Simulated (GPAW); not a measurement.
Runs of GPAW 26.7.0 on GaGe3. It takes space group Fm-3m (No. 225, cubic). The conventional cell has a = 6.774 Å, b = 6.774 Å, c = 6.774 Å, α = 90.00°, β = 90.00°, γ = 90.00°. Ge (site symmetry m-3m) is surrounded by 8 Ge at 2.93 Å. Ge (site symmetry -43m) has 4 Ge at 2.93 Å and 4 Ga at 2.93 Å as nearest neighbours. Ga (site symmetry m-3m) has 8 Ge at 2.93 Å as nearest neighbours. The cell comes from a database or a generator and needn't be the stable form of this composition.

```tsv
task	level	potentials or basis	k mesh	cutoff (eV)	smearing	maxiter	band path	band points	convergence	gap on the mesh (eV)	pressure (GPa)
single point	RPBE	the program's PAW data sets (release 1.2.1) made for this functional, pw	7 × 7 × 7	600	gaussian 0.1 eV	150	-	-	-	none	0.8
band structure	r2SCAN	GPAW PAW data sets (gpaw-data 1.2.1), pw	7 × 7 × 7	600	fermi-dirac 0.05 eV	150	GXWKGLUWLK,UX	60	-	-	-3.0
band structure	PBEsol	PAW data sets generated in the run's folder for this functional, pw	7 × 7 × 7	600	fermi-dirac 0.05 eV	150	GXWKGLUWLK,UX	60	-	-	-4.1
single point	LDA	the program's PAW data sets (release 1.2.1) made for this functional, pw	6 × 6 × 6	450	fermi-dirac 0.05 eV	120	-	-	default	none	-4.7
band structure	LDA	the program's PAW data sets (release 1.2.1) made for this functional, pw	7 × 7 × 7	600	fermi-dirac 0.05 eV	150	GXWKGLUWLK,UX	60	-	-	(b)
single point	PBE	GPAW PAW data sets (gpaw-data 1.2.1), pw	7 × 7 × 7	600	gaussian 0.1 eV	150	-	-	-	none	-0.8
band structure	PBEsol+D4	PAW data sets generated in the run's folder for this functional, pw	7 × 7 × 7	600	gaussian 0.05 eV	150	GXWKGLUWLK,UX	80	-	-	(a)
```

Alike in all rows: no spin polarisation; cell as given.

Q: Estimate the missing entries.

A: (a) -6.0; (b) -5.7.

Caveats: the PAW data sets were made with another functional, which shifts forces and pressure a little (some runs); the cutoff is short for stress and forces, so pressures can be off by a GPa or more (some runs); pairwise dispersion overbinds metals, which lowers pressure and volume (some runs).

A k mesh can miss the band edges, and the runs leave out spin-orbit coupling on Ga, Ge.

A gap of «none» marks a metal or a gap under the smearing width.

Not every run made on this cell is shown here.
